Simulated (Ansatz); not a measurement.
# YRh: properties at the relaxed cell

One table from this session's results is given with a row withheld; the runs are named, their logs left out.

Program: Ansatz 0.2.0. Level of theory: DFT r2SCAN, scalar-relativistic, plane waves, PAW. These are calculated values, not measurements.

1 further run of the same task is left out (set aside as unsound or not needed).

### The structure to begin with

Symmetry: Pm-3m, No. 221, cubic system. Conventional cell: a = 3.417 Å, b = 3.417 Å, c = 3.417 Å, α = 90.00°, β = 90.00°, γ = 90.00°. Y (site symmetry m-3m) has 8 Rh at 2.96 Å as nearest neighbours. Around Rh (site symmetry m-3m) lie 8 Y at 2.96 Å.

As a file:

```xyz
2
Lattice="3.4166 0.0000 0.0000 0.0000 3.4166 0.0000 0.0000 0.0000 3.4166" Properties=species:S:1:pos:R:3 pbc="T T T"
Y     1.7083    1.7083    1.7083
Rh    0.0000    0.0000    0.0000
```

This cell was relaxed beforehand with the same method: volume 19.94 Å³/atom, gap on the mesh none (metal).

The first run:

File input.yaml:

```yaml
crystal:
  lattice:
    - [3.4166092287, 0.0, 0.0]
    - [0.0, 3.4166092287, 0.0]
    - [0.0, 0.0, 3.4166092287]
  atoms:
    - { symbol: "Y", position: [0.5, 0.5, 0.5] }
    - { symbol: Rh, position: [0.0, 0.0, 0.0] }
basis:
  ecutwfc: 500
kpoints:
  mp_grid: { grid: [12, 12, 12] }
  band_path:
    path:
      - [[0.0, 0.0, 0.0], [0.0, 0.5, 0.0], [0.5, 0.5, 0.0], [0.0, 0.0, 0.0], [0.5, 0.5, 0.5], [0.0, 0.5, 0.0]]
      - [[0.5, 0.5, 0.5], [0.5, 0.5, 0.0]]
    npoints: 14
hamiltonian:
  xc: r2scan
scf:
  occupations: { method: gaussian, width: 0.1 }
  n_extra_bands: 6
output:
  forces: true
  stress: true
  eigenvalues: true
  populations: true
  dos: { projected: true, de: 0.02, nscf_kmesh: { grid: [18, 18, 18] } }
  bader: true
  write_density: true
  write_potential: true
  elf: true
  volumetric_format: npy
```

Launch:

```console
$ ansatz run input.yaml --threads 1 --pin off --max-ram 2560MiB --backend cpu --events-out ev --progress --plain --runs-dir out
```

Among the steps run: Bands, states and charges; Point at V/V0 = 0.97; Point at V/V0 = 1.03; The cell scaled to 0.94 of its volume; Point at V/V0 = 1.06.

One table of the session follows, with a row left open; its other results are not shown here.

It belongs to the step «Equation of state». 

| volume (Å³/atom) | energy above the lowest point (meV/atom) | pressure (GPa) |
| --- | --- | --- |
| 18.745 | 28.9 | 8.21 |
| 19.343 | 6.8 | 3.77 |
| 19.941 | 0.0 | -0.02 |
| 20.540 | ? | ? |
| 21.138 | 23.8 | -6.02 |

Q: Estimate the row for volume (Å³/atom) = 20.540 from the others.

Worked estimate for «energy above the lowest point (meV/atom)». A straight line through the neighbours (19.941, 0.0) and (21.138, 23.8) gives 0.0 + (23.8 − 0.0) × (20.540 − 19.941) / (21.138 − 19.941) = 11.9; a parabola fitted to 3 rows on both sides gives 5.7.

The run gave: energy above the lowest point (meV/atom): 6.3; pressure (GPa): -3.26. In «energy above the lowest point (meV/atom)» the line misses by +5.6 and the parabola by -0.6.
